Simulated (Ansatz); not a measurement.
# CH7AlOSn: a ladder of functionals and wavefunction methods

The task here is to estimate one member of a computed series from the others.

The runs use Ansatz 0.2.0, Gaussian basis; functionals in def2-TZVPP, the program's frozen cores in correlated methods.

Levels to be run: PBE-D4, r2SCAN-D4, PBE0-D4, B3LYP-D4, ωB97X-V, ωB97M-V, B2PLYP; CCSD(T)/def2-TZVPP; MP2/def2-QZVPP; extrapolation to the limit.

### The relaxed structure

The geometry comes from an earlier relaxation with PBE0-D4 in a triple-zeta def2 set; it is a stationary point, not always the lowest conformer. Sn takes the def2 core potential; no spin-orbit term is included.

SMILES `[CH3][AlH][SnH2][OH]`, 11 atoms, charge 0, spin multiplicity 1.

Atoms are counted from 1 here; the program's logs count them from 0.

Bond lengths: C1–Al2 1.946 Å, C1–H5 1.092 Å, C1–H6 1.095 Å, C1–H7 1.095 Å, Al2–Sn3 2.665 Å, Al2–H8 1.591 Å, Sn3–O4 1.990 Å, Sn3–H9 1.723 Å, Sn3–H10 1.723 Å, O4–H11 0.959 Å. Angles: Al2–C1–H5 112.2°, Al2–C1–H6 110.6°, Al2–C1–H7 110.5°, H5–C1–H6 108.5°, H5–C1–H7 108.4°, H6–C1–H7 106.5°, C1–Al2–Sn3 118.9°, C1–Al2–H8 122.0°, Sn3–Al2–H8 119.2°, Al2–Sn3–O4 101.9°, Al2–Sn3–H9 118.1°, Al2–Sn3–H10 118.1°, O4–Sn3–H9 106.1°, O4–Sn3–H10 106.1°, H9–Sn3–H10 105.4°, Sn3–O4–H11 112.9°.

As a file:

```xyz
11
CH7AlOSn
C    -1.1709    1.7828   -0.3615
Al   -0.2384    0.3389   -1.2734
Sn    0.9980   -1.5176    0.1854
O     0.6225   -0.8985    2.0388
H    -1.1158    1.6888    0.7245
H    -2.2259    1.8062   -0.6546
H    -0.7471    2.7521   -0.6457
H    -0.1929    0.2359   -2.8601
H     2.7118   -1.6393    0.0617
H     0.4180   -3.1371    0.0974
H     1.0061   -1.4691    2.7081
```

Set-up of the first run:

Contents of in.yaml:

```yaml
crystal:
  periodic: [false, false, false]
  atoms:
    - {symbol: C, position_ang: [-1.170888, 1.782820, -0.361537]}
    - {symbol: Al, position_ang: [-0.238391, 0.338874, -1.273415]}
    - {symbol: Sn, position_ang: [0.998047, -1.517594, 0.185398]}
    - {symbol: O, position_ang: [0.622544, -0.898514, 2.038840]}
    - {symbol: H, position_ang: [-1.115783, 1.688753, 0.724505]}
    - {symbol: H, position_ang: [-2.225919, 1.806210, -0.654621]}
    - {symbol: H, position_ang: [-0.747115, 2.752120, -0.645699]}
    - {symbol: H, position_ang: [-0.192947, 0.235912, -2.860130]}
    - {symbol: H, position_ang: [2.711808, -1.639269, 0.061665]}
    - {symbol: H, position_ang: [0.417954, -3.137106, 0.097441]}
    - {symbol: H, position_ang: [1.006089, -1.469106, 2.708054]}
basis:
  gaussian: {orbitals: def2-TZVPP}
hamiltonian: {xc: pbe, dispersion: d4}
output: {forces: true, orbitals: {seedname: orbitals}}
```

Run with:

```console
> ansatz run in.yaml --threads 4 --pin off --events-out ev --progress --plain --max-ram 10444MiB
```

Steps of the session up to this table: PBE-D4 (GGA); r2SCAN-D4 (meta-GGA); PBE0-D4 (hybrid); B3LYP-D4 (hybrid); ωB97X-V (range-separated); ωB97M-V (range-separated); B2PLYP (double hybrid); CCSD(T) in def2-TZVPP; MP2 in def2-QZVPP.

One of the session's tables, all rows but one given; the rest of the session is left out.

```
            method  atomisation energy (kJ/mol)
            PBE-D4                       3346.3
         r2SCAN-D4                            ?
           PBE0-D4                       3302.9
          B3LYP-D4                       3325.5
           ωB97X-V                       3359.2
           ωB97M-V                       3339.8
            B2PLYP                       3289.1
     HF/def2-TZVPP                       2410.4
    MP2/def2-TZVPP                       3271.4
   CCSD/def2-TZVPP                       3228.6
CCSD(T)/def2-TZVPP                       3271.9
           MP2/CBS                       3367.0
       CCSD(T)/CBS                       3367.5
```

**Question.** Estimate the row for r2SCAN-D4.

The run gave: atomisation energy (kJ/mol): 3341.8. In the column «atomisation energy (kJ/mol)» it lies between ωB97M-V (3339.8) and PBE-D4 (3346.3).

Limits of these values: Free atoms (1 C, 1 Al, 1 Sn, 1 O, 7 H) were run apart at each level; the atomisation energy is their sum less the molecule, without zero-point or spin-orbit terms.
